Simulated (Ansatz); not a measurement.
**YAu: pressure up to the limit of the methods**

One table from this session's results is given with a row withheld; the runs are named, their logs left out.

Computed with Ansatz 0.2.0 (DFT PBEsol, with the methods named in each step, unless a step's input says otherwise).

1 further run of the same task is left out (for a known fault of the program).

## The starting structure

It takes space group Pm-3m (No. 221, cubic). Conventional cell: a = 3.559 Å, b = 3.559 Å, c = 3.559 Å, α = 90.00°, β = 90.00°, γ = 90.00°. Y (site symmetry m-3m) is surrounded by 8 Au at 3.08 Å. Au (site symmetry m-3m) has 8 Y at 3.08 Å as nearest neighbours.

Structure file:

```xyz
2
Lattice="3.5590 0.0000 0.0000 0.0000 3.5590 0.0000 0.0000 0.0000 3.5590" Properties=species:S:1:pos:R:3 pbc="T T T"
Y     1.7795    1.7795    1.7795
Au    0.0000    0.0000    0.0000
```

Whether this phase is the stable one at these pressures isn't tested.

Atoms are numbered in the order of the input: Y1, Au2.

The first run:

input.yaml

```yaml
crystal:
  lattice:
    - [3.559, 0.0, 0.0]
    - [0.0, 3.559, 0.0]
    - [0.0, 0.0, 3.559]
  atoms:
    - { symbol: "Y", position: [0.5, 0.5, 0.5] }
    - { symbol: Au, position: [0.0, 0.0, 0.0] }
kpoints:
  mp_grid: { grid: [10, 10, 10] }
  band_path:
    path:
      - [0.0, 0.0, 0.0]
      - [0.0, 0.5, 0.0]
      - [0.5, 0.5, 0.0]
      - [0.0, 0.0, 0.0]
      - [0.5, 0.5, 0.5]
      - [0.0, 0.5, 0.0]
      - [0.5, 0.5, 0.5]
      - [0.5, 0.5, 0.0]
    npoints: 14
scf:
  occupations: { method: fermi_dirac, width: 0.05 }
hamiltonian:
  xc: pbesol
  pseudopotentials: { kind: all_electron, lapw: { basis_error: 0.001 } }
output:
  forces: true
  stress: true
  eigenvalues: true
  populations: true
```

Started as:

```
> ansatz run input.yaml --threads 1 --pin off --max-ram 2048MiB --backend cpu --events-out ev --progress --plain --runs-dir out
```

Among the steps run: The reference volume, LAPW; Volume scaled by 1, crystal datasets; Volume scaled by 0.55, LAPW; Volume scaled by 0.45, LAPW; Volume scaled by 0.4, LAPW; Volume scaled by 0.4, crystal datasets.

One of the session's tables, all rows but one given; the rest of the session is left out.

```
          method  volume over the first  volume (Å³/atom)  pressure (GPa)
            LAPW                      1            22.540           -0.54
            LAPW                   0.55            12.397          197.25
            LAPW                   0.45            10.143          403.20
            LAPW                    0.4             9.016          595.47
             PAW                      1            22.540           -0.54
             PAW                   0.55            12.397          197.27
             PAW                   0.45                 ?               ?
             PAW                    0.4             9.016          595.34
crystal datasets                      1            22.540           -0.54
crystal datasets                    0.4             9.016          595.46
```

Q: Estimate the row for PAW, 0.45 from the others.

As computed: volume (Å³/atom): 10.143; pressure (GPa): 403.16.

To keep in mind: Rows by PAW come from runs of the same series that aren't printed here. Warnings in the runs' records: gradients without spin orbit, stress scf threshold loose, crystal datasets made.
